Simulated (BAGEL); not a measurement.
# C2H2N2S (1,2,4-thiadiazole): HF/STO-3G (density fitting with qzvpp-jkfit)

Aim: the electronic atomisation energy of C2H2N2S (1,2,4-thiadiazole) at HF/STO-3G (density fitting with qzvpp-jkfit), from 5 runs. 

The results are computed with BAGEL 1.2.2.

19 further runs of the same task are left out: 3 that didn't finish, 16 set aside as unsound or not needed.

## (1) The molecule

C2H2N2S has 7 atoms, charge 0, and is taken as a singlet. As SMILES, `c1ncsn1`. Geometry: relaxed at GFN2-xTB.

Bond lengths: C1–N2 1.345 Å, N2–C3 1.290 Å, C3–S4 1.731 Å, C1–N5 1.303 Å, S4–N5 1.629 Å, C1–H6 1.074 Å, C3–H7 1.070 Å. Angles: C1–N2–C3 109.1°, N2–C1–N5 118.5°, N2–C3–S4 112.0°, C3–S4–N5 90.7°, C1–N5–S4 109.6°, N2–C1–H6 120.7°, N5–C1–H6 120.8°, N2–C3–H7 124.7°, S4–C3–H7 123.2°.

## (2) A single-point energy at HF/STO-3G (density fitting with qzvpp-jkfit)

File job.json:

```json
{ "bagel" : [

{
  "title" : "molecule",
  "basis" : "sto-3g",
  "df_basis" : "qzvpp-jkfit",
  "angstrom" : true,
  "geometry" : [
    { "atom" : "C", "xyz" : [   -0.504350,    0.880340,    0.312680 ] },
    { "atom" : "N", "xyz" : [    0.334000,    0.013070,    0.907970 ] },
    { "atom" : "C", "xyz" : [    0.663290,   -0.904110,    0.062900 ] },
    { "atom" : "S", "xyz" : [   -0.087800,   -0.666760,   -1.478600 ] },
    { "atom" : "N", "xyz" : [   -0.830250,    0.675820,   -0.932190 ] },
    { "atom" : "H", "xyz" : [   -0.896470,    1.722480,    0.852000 ] },
    { "atom" : "H", "xyz" : [    1.321580,   -1.720830,    0.275230 ] }
  ]
},
{ "title" : "hf" },
{ "title" : "print", "file" : "orbitals.molden", "orbitals" : true }

]}
```

Run with:

```sh
$ BAGEL_NUM_THREADS=1 BAGEL job.json > job.out
```

What it wrote:

```text
* using 1 threads per process

  ===============================================================
  ===============================================================

  *** Geometry ***

  { "atom" : "C", "xyz" : [     -0.953083,      1.663601,      0.590880 ] },
  { "atom" : "N", "xyz" : [      0.631169,      0.024699,      1.715815 ] },
  { "atom" : "C", "xyz" : [      1.253436,     -1.708520,      0.118864 ] },
  { "atom" : "S", "xyz" : [     -0.165918,     -1.259994,     -2.794149 ] },
  { "atom" : "N", "xyz" : [     -1.568945,      1.277115,     -1.761584 ] },
  { "atom" : "H", "xyz" : [     -1.694083,      3.255015,      1.610047 ] },
  { "atom" : "H", "xyz" : [      2.497424,     -3.251897,      0.520109 ] },

  Number of auxiliary basis functions:      468

  Since a DF basis is specified, we compute 2- and 3-index integrals:
    o Being stored without compression. Storage requirement is 0.004 GB

  Number of basis functions:       31
  Number of electrons      :       44

    * METHOD: MOLECULE                             0.12

  *** RHF ***

  === Nuclear Repulsion ===
   211.1165717220

      * DIIS with orbital gradients will be used.

  === RHF iteration (sto-3g) ===
      0       -576.49294338          0.01779372           0.01
      1       -576.56466084          0.00967310           0.01
      2       -576.58911958          0.00159530           0.01
      3       -576.59082995          0.00075254           0.01
      4       -576.59124295          0.00033027           0.01
      5       -576.59134650          0.00012024           0.01
      6       -576.59135442          0.00005051           0.01
      7       -576.59135585          0.00001247           0.01
      8       -576.59135599          0.00000399           0.01
      9       -576.59135600          0.00000191           0.01
     10       -576.59135600          0.00000067           0.01
     11       -576.59135600          0.00000028           0.01
     12       -576.59135600          0.00000011           0.01
     13       -576.59135600          0.00000005           0.01
     14       -576.59135600          0.00000002           0.01
     15       -576.59135600          0.00000001           0.01
    * SCF iteration converged.

    * Permanent dipole moment:
           (   -0.296957,     0.591253,     0.320094) a.u.

    * METHOD: HF                                   0.27

    * METHOD: PRINT                                0.00

  ===============================================================
```

Wall time 0.6 s (1 thread of AMD EPYC 9R45 (Zen 5), shared host).

## (3) The C atom at the same level

File job.json:

```json
{ "bagel": [

{
  "title": "molecule",
  "basis": "sto-3g",
  "df_basis": "qzvpp-jkfit",
  "angstrom": "true",
  "geometry": [
    { "atom": "C", "xyz": [    0.000000,    0.000000,    0.000000 ] }
  ]
},
{ "title": "uhf", "nopen": 2 },
{ "title": "print", "file": "orbitals.molden", "orbitals": "true" }

]}
```

Run with:

```sh
$ BAGEL_NUM_THREADS=1 BAGEL job.json > job.out
```

What it wrote:

```text
* using 1 threads per process

  ===============================================================
  ===============================================================

  *** Geometry ***

  { "atom" : "C", "xyz" : [      0.000000,      0.000000,      0.000000 ] },

  Number of auxiliary basis functions:       75

  Since a DF basis is specified, we compute 2- and 3-index integrals:
    o Being stored without compression. Storage requirement is 0.000 GB

  Number of basis functions:        5
  Number of electrons      :        6

    * METHOD: MOLECULE                             0.01

  *** Open-shell HF ***

  === Nuclear Repulsion ===
     0.0000000000

      * DIIS with orbital gradients will be used.

  === UHF iteration (sto-3g) ===
      0        -37.19852448          0.00000000           0.00
    * SCF iteration converged.

    * S^2 (UHF) is 2.0000

    * Permanent dipole moment:
           (    0.000000,     0.000000,    -0.000000) a.u.

    * METHOD: UHF                                  0.01

    * METHOD: PRINT                                0.00

  ===============================================================
```

Wall time 0.22 s (1 thread of AMD EPYC 9R45 (Zen 5), shared host).

## (4) The H atom

File input.json:

```json
{ "bagel" : [

{
  "title" : "molecule",
  "basis" : "sto-3g",
  "df_basis" : "qzvpp-jkfit",
  "angstrom" : "true",
  "geometry" : [
    { "atom" : "H", "xyz" : [       0.000000,       0.000000,       0.000000 ] }
  ]
},

{
  "title" : "uhf",
  "nopen" : 1
},

{
  "title" : "print",
  "file" : "orbitals.molden",
  "orbitals" : "true"
}

]}
```

Run with:

```sh
$ BAGEL_NUM_THREADS=1 BAGEL input.json > input.out
```

What it wrote:

```text
* using 1 threads per process

  ===============================================================
  ===============================================================

  *** Geometry ***

  { "atom" : "H", "xyz" : [      0.000000,      0.000000,      0.000000 ] },

  Number of auxiliary basis functions:       18

  Since a DF basis is specified, we compute 2- and 3-index integrals:
    o Being stored without compression. Storage requirement is 0.000 GB

  Number of basis functions:        1
  Number of electrons      :        1

    * METHOD: MOLECULE                             0.01

  *** Open-shell HF ***

  === Nuclear Repulsion ===
     0.0000000000

      * DIIS with orbital gradients will be used.

  === UHF iteration (sto-3g) ===
      0         -0.46658185          0.00000000           0.00
    * SCF iteration converged.

    * S^2 (UHF) is 0.7500

    * Permanent dipole moment:
           (    0.000000,     0.000000,     0.000000) a.u.

    * METHOD: UHF                                  0.01

    * METHOD: PRINT                                0.00

  ===============================================================
```

Wall time 0.22 s (1 thread of AMD EPYC 9R45 (Zen 5), shared host).

## (5) The N atom

File input.json:

```json
{ "bagel" : [

{
  "title" : "molecule",
  "basis" : "sto-3g",
  "df_basis" : "qzvpp-jkfit",
  "angstrom" : true,
  "geometry" : [
    { "atom" : "N", "xyz" : [    0.000000,    0.000000,    0.000000 ] }
  ]
},
{ "title" : "uhf", "nopen" : 3 },
{ "title" : "print", "file" : "orbitals.molden", "orbitals" : true }

]}
```

Run with:

```sh
$ BAGEL_NUM_THREADS=1 BAGEL input.json > input.out
```

What it wrote:

```text
* using 1 threads per process

  ===============================================================
  ===============================================================

  *** Geometry ***

  { "atom" : "N", "xyz" : [      0.000000,      0.000000,      0.000000 ] },

  Number of auxiliary basis functions:       77

  Since a DF basis is specified, we compute 2- and 3-index integrals:
    o Being stored without compression. Storage requirement is 0.000 GB

  Number of basis functions:        5
  Number of electrons      :        7

    * METHOD: MOLECULE                             0.01

  *** Open-shell HF ***

  === Nuclear Repulsion ===
     0.0000000000

      * DIIS with orbital gradients will be used.

  === UHF iteration (sto-3g) ===
      0        -53.71911891          0.00000000           0.00
    * SCF iteration converged.

    * S^2 (UHF) is 3.7500

    * Permanent dipole moment:
           (   -0.000000,     0.000000,    -0.000000) a.u.

    * METHOD: UHF                                  0.01

    * METHOD: PRINT                                0.00

  ===============================================================
```

It took 0.22 s on 1 thread of AMD EPYC 9R45 (Zen 5), shared host.

## (6) The S atom

File input.json:

```json
{ "bagel": [

{
  "title": "molecule",
  "basis": "sto-3g",
  "df_basis": "qzvpp-jkfit",
  "angstrom": true,
  "geometry": [
    { "atom": "S", "xyz": [    0.000000,    0.000000,    0.000000 ] }
  ]
},
{ "title": "uhf", "nopen": 2 },
{ "title": "print", "file": "orbitals.molden", "orbitals": true }

]}
```

Run with:

```sh
$ BAGEL_NUM_THREADS=1 BAGEL input.json > input.out
```

What it wrote:

```text
* using 1 threads per process

  ===============================================================
  ===============================================================

  *** Geometry ***

  { "atom" : "S", "xyz" : [      0.000000,      0.000000,      0.000000 ] },

  Number of auxiliary basis functions:      128

  Since a DF basis is specified, we compute 2- and 3-index integrals:
    o Being stored without compression. Storage requirement is 0.000 GB

  Number of basis functions:        9
  Number of electrons      :       16

    * METHOD: MOLECULE                             0.01

  *** Open-shell HF ***

  === Nuclear Repulsion ===
     0.0000000000

      * DIIS with orbital gradients will be used.

  === UHF iteration (sto-3g) ===
      0       -393.13037362          0.00455254           0.00
      1       -393.13041183          0.00041789           0.00
      2       -393.13041215          0.00003833           0.00
      3       -393.13041215          0.00000000           0.00
    * SCF iteration converged.

    * S^2 (UHF) is 2.0000

    * Permanent dipole moment:
           (    0.000000,    -0.000000,    -0.000000) a.u.

    * METHOD: UHF                                  0.01

    * METHOD: PRINT                                0.00

  ===============================================================
```

It took 0.22 s on 1 thread of AMD EPYC 9R45 (Zen 5), shared host.

## (7) Outcome

At HF/STO-3G (density fitting with qzvpp-jkfit):

```
                     quantity          value
       molecule: total energy  -576.59136 Eh
      molecule: dipole moment         1.87 D
        molecule: HOMO energy       -8.56 eV
        molecule: LUMO energy        5.97 eV
      molecule: HOMO–LUMO gap       14.53 eV
         C atom: total energy   -37.19852 Eh
        C atom: dipole moment         0.00 D
                 C atom: ⟨S²⟩          2.000
         H atom: total energy    -0.46658 Eh
        H atom: dipole moment         0.00 D
                 H atom: ⟨S²⟩          0.750
         N atom: total energy   -53.71912 Eh
        N atom: dipole moment         0.00 D
                 N atom: ⟨S²⟩          3.750
         S atom: total energy  -393.13041 Eh
        S atom: dipole moment         0.00 D
                 S atom: ⟨S²⟩          2.000
electronic atomisation energy      18.844 eV
```

Taking the molecule apart into free atoms costs 18.84 eV (1818 kJ/mol), before zero-point energy and without spin-orbit coupling. Hartree–Fock lacks the correlation of the bonding pairs, which as a rule makes this value much too low; in minimal bases other errors can mask that. In a minimal basis such a difference can be off by several eV, whatever the method.
